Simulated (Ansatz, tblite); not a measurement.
# The cluster In₅H₉O₁₂: one state, many levels

An exercise on one series of results from a longer session: the logs are not shown, and one member is left open.

Program: Ansatz 0.2.0, Gaussian basis. Level of theory: as each input shows. These are calculated values, not measurements.

Plan: GFN1-xTB, GFN2-xTB, PBE-D4/def2-TZVP, r2SCAN-D4/def2-TZVP, B97M-V/def2-TZVP, r2SCANh-D4/def2-TZVP, LDA/def2-TZVP, PBE-D4/def2-SVP, PBE0-D4/def2-SVP, MP2/def2-SVP, RPA/def2-SVP.

**The geometry**

The singlet was relaxed beforehand with PBE-D4/def2-SVP.

26 atoms, charge 0, spin multiplicity 1.

Bond lengths: In1–O8 2.162 Å, In1–O9 2.225 Å, In1–O12 2.208 Å, In1–O15 2.089 Å, In1–O16 2.140 Å, In2–O6 2.030 Å, In2–O7 2.075 Å, In2–O13 2.208 Å, In2–O16 2.095 Å, In3–O8 2.241 Å, In3–O10 2.037 Å, In3–O11 1.995 Å, In3–O13 2.208 Å, In4–O12 2.206 Å, In4–O14 2.020 Å, In4–O16 2.108 Å, In4–O17 2.060 Å, In5–O9 2.370 Å and more. Angles: O8–In1–O9 87.0°, O8–In1–O12 83.2°, O8–In1–O15 139.8°, O8–In1–O16 114.0°, O9–In1–O12 162.7°, O9–In1–O15 78.1°, O9–In1–O16 90.8°, O12–In1–O15 118.3°, O12–In1–O16 80.3°, O15–In1–O16 103.5°, O6–In2–O7 145.9°, O6–In2–O13 103.0°, O6–In2–O16 111.7°, O7–In2–O13 92.9°, O7–In2–O16 95.9°, O13–In2–O16 96.4°, O8–In3–O10 82.7°, O8–In3–O11 122.8° and more.

Coordinates:

```xyz
26
H9In5O12
In    1.1016   -0.7503    1.0487
In    0.0584    0.2257   -2.0771
In   -2.3310   -1.3814    0.2761
In    0.8430    2.4805    0.7252
In    2.4907   -2.5954   -1.6174
O    -1.6043    1.3821   -2.2161
O     1.5614   -0.7556   -3.1185
O    -0.8690   -0.9404    1.9166
O     0.4435   -2.2255   -0.4809
O    -2.5812   -3.1124    1.3197
O    -3.4818    0.0213   -0.5540
O     1.2142    1.0320    2.3475
O    -0.7104   -1.6489   -1.1997
O     1.9480    4.1569    0.9432
O     2.8365   -1.8799    0.7669
O     1.2515    0.7755   -0.4448
O    -1.1255    2.6531    0.1441
H    -1.4891    1.9901   -1.4190
H     1.2332   -1.1714   -3.9412
H    -1.0142   -1.8460    2.2853
H    -2.2245   -3.8386    0.7702
H    -2.8985    0.5004   -1.2093
H     0.4248    0.9431    2.9235
H     2.7922    3.9206    1.3764
H     3.6578   -1.4524    1.0805
H    -1.5274    3.5168    0.3541
```

In takes a core potential in the def2 sets. No spin-orbit coupling is included.

PBE0-D4/def2-TZVP was run before; its log isn't repeated, and its numbers join the tables.

Set-up of the first run:

Tight binding, by tblite at 300 K electronic temperature and without a spin-polarisation term:

```python
tblite.interface.Calculator('GFN1-xTB', numbers, positions, charge=0, uhf=0).singlepoint()
```

Tight binding, by tblite at 300 K electronic temperature and without a spin-polarisation term:

```python
tblite.interface.Calculator('GFN2-xTB', numbers, positions, charge=0, uhf=0).singlepoint()
```

start.molden holds the orbitals of an earlier run on this state, given as this run's starting guess.

in.yaml

```yaml
crystal:
  periodic: [false, false, false]
  atoms:
    - {symbol: In, position_ang: [1.101573, -0.750303, 1.048723]}
    - {symbol: In, position_ang: [0.058446, 0.225688, -2.077146]}
    - {symbol: In, position_ang: [-2.330955, -1.381433, 0.276124]}
    - {symbol: In, position_ang: [0.842952, 2.480475, 0.725168]}
    - {symbol: In, position_ang: [2.490651, -2.595380, -1.617400]}
    - {symbol: O, position_ang: [-1.604334, 1.382094, -2.216146]}
    - {symbol: O, position_ang: [1.561409, -0.755558, -3.118510]}
    - {symbol: O, position_ang: [-0.868966, -0.940361, 1.916648]}
    - {symbol: O, position_ang: [0.443549, -2.225454, -0.480871]}
    - {symbol: O, position_ang: [-2.581229, -3.112351, 1.319686]}
    - {symbol: O, position_ang: [-3.481773, 0.021344, -0.553996]}
    - {symbol: O, position_ang: [1.214164, 1.031953, 2.347533]}
    - {symbol: O, position_ang: [-0.710354, -1.648874, -1.199733]}
    - {symbol: O, position_ang: [1.948046, 4.156947, 0.943192]}
    - {symbol: O, position_ang: [2.836486, -1.879946, 0.766904]}
    - {symbol: O, position_ang: [1.251469, 0.775527, -0.444848]}
    - {symbol: O, position_ang: [-1.125485, 2.653073, 0.144142]}
    - {symbol: H, position_ang: [-1.489057, 1.990067, -1.419043]}
    - {symbol: H, position_ang: [1.233218, -1.171406, -3.941164]}
    - {symbol: H, position_ang: [-1.014171, -1.845976, 2.285283]}
    - {symbol: H, position_ang: [-2.224544, -3.838641, 0.770219]}
    - {symbol: H, position_ang: [-2.898501, 0.500354, -1.209270]}
    - {symbol: H, position_ang: [0.424812, 0.943077, 2.923546]}
    - {symbol: H, position_ang: [2.792164, 3.920639, 1.376372]}
    - {symbol: H, position_ang: [3.657848, -1.452378, 1.080484]}
    - {symbol: H, position_ang: [-1.527439, 3.516823, 0.354124]}
basis:
  gaussian: {orbitals: def2-TZVP, fitting: {mean_field: def2-universal-jkfit}, initial_orbitals: start.molden}
hamiltonian: {xc: pbe, dispersion: d4}
scf: {omitted_lower_state_checks: [starts]}
output: {forces: true, orbitals: {seedname: orbitals}}
```

On the command line:

```sh
ansatz run in.yaml --threads 2 --pin off --events-out ev --progress --plain --max-ram 22528MiB --backend cuda --devices 0, --max-vram 18GiB
```

Steps of the session up to this table: PBE-D4/def2-TZVP; r2SCAN-D4/def2-TZVP; B97M-V/def2-TZVP; r2SCANh-D4/def2-TZVP; LDA/def2-TZVP; PBE-D4/def2-SVP; PBE0-D4/def2-SVP; MP2/def2-SVP; RPA/def2-SVP.

One of the session's tables, all rows but one given; the rest of the session is left out.

It belongs to the step «Binding energy». 

| level | binding an atom (eV) |
| --- | --- |
| HF/def2-SVP | 2.067 |
| LDA/def2-TZVP | 4.227 |
| PBE-D4/def2-SVP | 3.629 |
| PBE-D4/def2-TZVP | 3.614 |
| r2SCAN-D4/def2-TZVP | 3.528 |
| B97M-V/def2-TZVP | 3.502 |
| r2SCANh-D4/def2-TZVP | 3.458 |
| PBE0-D4/def2-SVP | 3.432 |
| PBE0-D4/def2-TZVP | 3.428 |
| MP2/def2-SVP | ? |

Estimate the missing values for MP2/def2-SVP.

As computed: binding an atom (eV): 3.434. In the column «binding an atom (eV)» it lies between PBE0-D4/def2-SVP (3.432) and r2SCANh-D4/def2-TZVP (3.458).

To keep in mind: Free atoms were run apart at each level; binding is atoms less cluster, divided by the number of atoms, without zero-point or spin-orbit terms.
